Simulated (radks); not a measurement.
**Ge⁴⁻ held by a Watson sphere**

Aim: the size and levels of Ge⁴⁻ inside a shell of charge +4 and radius R, which stands for the Madelung well of a crystal, for several R.

Program: radks (a radial shooting solver on a logarithmic mesh, Libxc functionals) version 1. Level of theory: scalar-relativistic Kohn-Sham, LDA (Slater exchange, Perdew-Wang correlation), spin-polarised, spherical densities, point nucleus. These are calculated values, not measurements, unless marked.

## 1. Starting point

```
element       : germanium (Z = 32)
charge        : -4
electrons     : 36
configuration : [Kr]
```

Outer shells as boxes (Hund's rule):

Ge⁴⁻
```
[Ar] core
3d [↑↓][↑↓][↑↓][↑↓][↑↓]
4s [↑↓]
4p [↑↓][↑↓][↑↓]
```

## 2. R = 2.64 bohr

Settings of this run:

```text
Z 32
configuration [Kr]
relativity scalar-relativistic
functional lda,pw
spin polarised
nucleus point
c 137.035999084
watson charge 4 radius 2.64 bohr
response adiabatic LDA kernel
```

## 3. R = 2.88 bohr

Settings, as their differences from step 2:

```diff
@@ -7,3 +7,3 @@
 c 137.035999084
-watson charge 4 radius 2.64 bohr
+watson charge 4 radius 2.88 bohr
 response adiabatic LDA kernel
```

## 4. R = 2.98 bohr

Settings, as their differences from step 3:

```diff
@@ -7,3 +7,3 @@
 c 137.035999084
-watson charge 4 radius 2.88 bohr
+watson charge 4 radius 2.98 bohr
 response adiabatic LDA kernel
```

## 5. R = 3.04 bohr

Settings, as their differences from step 4:

```diff
@@ -7,3 +7,3 @@
 c 137.035999084
-watson charge 4 radius 2.98 bohr
+watson charge 4 radius 3.04 bohr
 response adiabatic LDA kernel
```

## 6. R = 3.82 bohr

Settings, as their differences from step 5:

```diff
@@ -7,3 +7,3 @@
 c 137.035999084
-watson charge 4 radius 3.04 bohr
+watson charge 4 radius 3.82 bohr
 response adiabatic LDA kernel
```

## 7. R = 5.3 bohr

Settings, as their differences from step 6:

```diff
@@ -7,3 +7,3 @@
 c 137.035999084
-watson charge 4 radius 3.82 bohr
+watson charge 4 radius 5.3 bohr
 response adiabatic LDA kernel
```

**Question.** What will these runs give? Wanted: for each run, R; highest level; its <r>; sum of <r²>; α.

The runs gave:

| R (bohr) | highest level (eV) | its <r> (bohr) | sum of <r²> (bohr²) | α (bohr³) |
| --- | --- | --- | --- | --- |
| 2.64 | -6.767 | 2.768 | 75.58 | 54.29 |
| 2.88 | -6.305 | 2.902 | 81.48 | 65.71 |
| 2.98 | -6.120 | 2.958 | 84.02 | 71.14 |
| 3.04 | -6.012 | 2.991 | 85.57 | 74.60 |
| 3.82 | -4.792 | 3.437 | 107.3 | 136.7 |
| 5.3 | -3.347 | 4.311 | 158.0 | 377.5 |

**Reading.** From R = 2.64 to 5.3 bohr the top level moves from -6.767 to -3.347 eV and its mean radius from 2.77 to 4.31 bohr. A wider sphere makes a shallower well, so the ion swells. The polarisability goes from 54.3 to 377 bohr³. Response by self-consistent Sternheimer equations with the Hartree and adiabatic LDA kernel, the relativistic mass of each level held fixed and spin-orbit coupling left out. The sphere does not respond.
